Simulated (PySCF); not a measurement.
**Ce²⁺: excitation energy in x2c-TZVPPall**

Each state of cerium is computed at each level; their differences give the excitation energy. How far do the methods differ?

The numbers are computed with PySCF 2.14.0 (unrestricted determinants in a Gaussian basis, no spin-orbit coupling in the energies), except any that are marked as measured or tabulated.

## Step 1: The system

| Quantity | Value |
| --- | --- |
| Element | cerium (Z = 58) |
| Basis | x2c-TZVPPall (11s7p7d4f2g, 113 functions) |
| Hamiltonian | scalar relativity by spin-free X2C-1e |
| State 1 | Ce²⁺: [Xe] 4f1 5d1, one real determinant (an excited configuration) |
| Needed too, but not shown | Ce²⁺ [Xe] 4f2 (high-spin determinant) |
| Methods | TPSSh, B2PLYP, HSE06 |

Outer shells as boxes (Hund's rule):

Ce2+ [Xe] 4f1 5d1
```
[Xe] core
4f [↑ ][  ][  ][  ][  ][  ][  ]
5d [↑ ][  ][  ][  ][  ]
```

The runs were made by one driver on top of PySCF. The scripts below sum up each run's settings (the driver also hands on starting orbitals that pick excited configurations, and frozen orbitals as a list rather than a count), and the logs come from the driver's own runs. The driver starts from symmetry-adapted Hartree-Fock orbitals, holds the occupation by maximum overlap and uses a logarithmic radial grid for functionals, so a plain start would take other cycles.

The integrals over 113 functions and the set-up took 18 s of CPU time.

## Step 2: Ce²⁺ [Xe] 4f1 5d1: the ladder of methods

Level: TPSSh.

input.py

```python
from pyscf import gto, scf, dft, mp, cc
import basis_set_exchange as bse
mol = gto.M(atom="Ce 0 0 0", charge=2, spin=2, symmetry="D2h",
            basis=gto.basis.parse(bse.get_basis("x2c-TZVPPall", elements=["Ce"], fmt="nwchem")),
            nucmod="G")
mf = dft.UKS(mol, xc="TPSSH").sfx2c1e()
mf.irrep_nelec = {'Ag': (10, 9), 'B1g': (2, 2), 'B2g': (2, 2), 'B3g': (2, 2), 'B1u': (4, 4), 'B2u': (5, 4), 'B3u': (4, 4)}
mf.kernel()
```

Level: B2PLYP.

Changes to input.py:

```diff
@@ -5,3 +5,3 @@
             nucmod="G")
-mf = dft.UKS(mol, xc="TPSSH").sfx2c1e()
+mf = dft.UKS(mol, xc="0.53*HF + 0.47*B88, 0.73*LYP").sfx2c1e()
 mf.irrep_nelec = {'Ag': (10, 9), 'B1g': (2, 2), 'B2g': (2, 2), 'B3g': (2, 2), 'B1u': (4, 4), 'B2u': (5, 4), 'B3u': (4, 4)}
```

Level: HSE06.

Changes to input.py:

```diff
@@ -5,3 +5,3 @@
             nucmod="G")
-mf = dft.UKS(mol, xc="0.53*HF + 0.47*B88, 0.73*LYP").sfx2c1e()
+mf = dft.UKS(mol, xc="HSE06").sfx2c1e()
 mf.irrep_nelec = {'Ag': (10, 9), 'B1g': (2, 2), 'B2g': (2, 2), 'B3g': (2, 2), 'B1u': (4, 4), 'B2u': (5, 4), 'B3u': (4, 4)}
```

**Question.** What will these runs give?

As calculated:

| quantity | value |
| --- | --- |
| excitation energy, Ce²⁺ → [Xe] 4f1 5d1 | UHF -0.584, MP2 (valence and next inner shell) 0.076 eV |

What this shows: The methods span 0.660 eV, from UHF (-0.584) to MP2 (valence and next inner shell) (0.076). No reference value is at hand in this session. All values hold for this basis alone; no basis-set limit was taken.
